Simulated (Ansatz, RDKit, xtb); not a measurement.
**C4H7ClSi: ranking a sample of isomers**

A sample of isomers of C4H7ClSi is drawn. Aim: find which of them has the lowest free energy at 298.15 K, then its properties. The sample is small against all isomers, and the most stable one of this formula need not be in it.

The funnel: GFN2-xTB relaxations, single points with a density functional, relaxations at r2SCAN-D4/def2-SVP, harmonic vibrations (at GFN2-xTB), and a last energy at a higher level. All values are calculated.

**1. Drawing up candidates**

Isomers were taken from a list of plausible structures; this is a sample, not all of them. That gives 14 candidates.

| label | SMILES | spin |
| --- | --- | --- |
| c037 | Cl[SiH2]C1=CCC1 | singlet |
| c128 | ClC[C@@H]1C=C[SiH2]1 | singlet |
| c237 | [SiH3]CC#CCCl | singlet |
| c283 | C=C1C[C@H](Cl)[SiH2]1 | singlet |
| c358 | Cl[SiH]1CC=CC1 | singlet |
| c393 | C=C[C@]1(Cl)C[SiH2]1 | singlet |
| c414 | C=C(Cl)[C@@H]1C[SiH2]1 | singlet |
| c510 | [SiH3][C@]1(Cl)C=CC1 | singlet |
| c541 | C#C[SiH2]CCCl | singlet |
| c622 | C=C/C(Cl)=C\[SiH3] | singlet |
| c656 | Cl/C=C1/CC[SiH2]1 | singlet |
| c758 | C#C[Si@H](C)CCl | singlet |
| c977 | [SiH3]C=C=CCCl | singlet |
| c988 | C#C[C@H]([SiH3])CCl | singlet |

Candidates are built by distance geometry, with a force field where one applies, in up to four conformers (letters a to d).

**Question.** With final energies at CCSD(T)/def2-SVP + MP2/def2-TZVPP - MP2/def2-SVP, which structure will this search put lowest in free energy, and by what margin?

| quantity | value |
| --- | --- |
| lowest structure found | Cl[SiH]1CC=CC1, singlet |
| next finalist | Cl[SiH2]C1=CCC1, singlet, 30.1 kcal/mol higher in G |
| share at equilibrium, among the finalists | 100.0 % |

The lowest structure found is `Cl[SiH]1CC=CC1`. Among the finalists first place is clear (30.1 kcal/mol); structures outside the list aren't covered. GFN2-xTB, HF/STO-3G, r2SCAN-D4/def2-SVP, r2SCAN-D4/def2-SVP, relaxed, HF/def2-SVP and MP2/def2-SVP already put its bonding pattern lowest among the structures in one piece. Lowest found is not proven lowest: the search is finite, and each finalist counts with one conformer. Only 14 drawn patterns were tried, so whole families of isomers are missing, and the result ranks this sample alone.
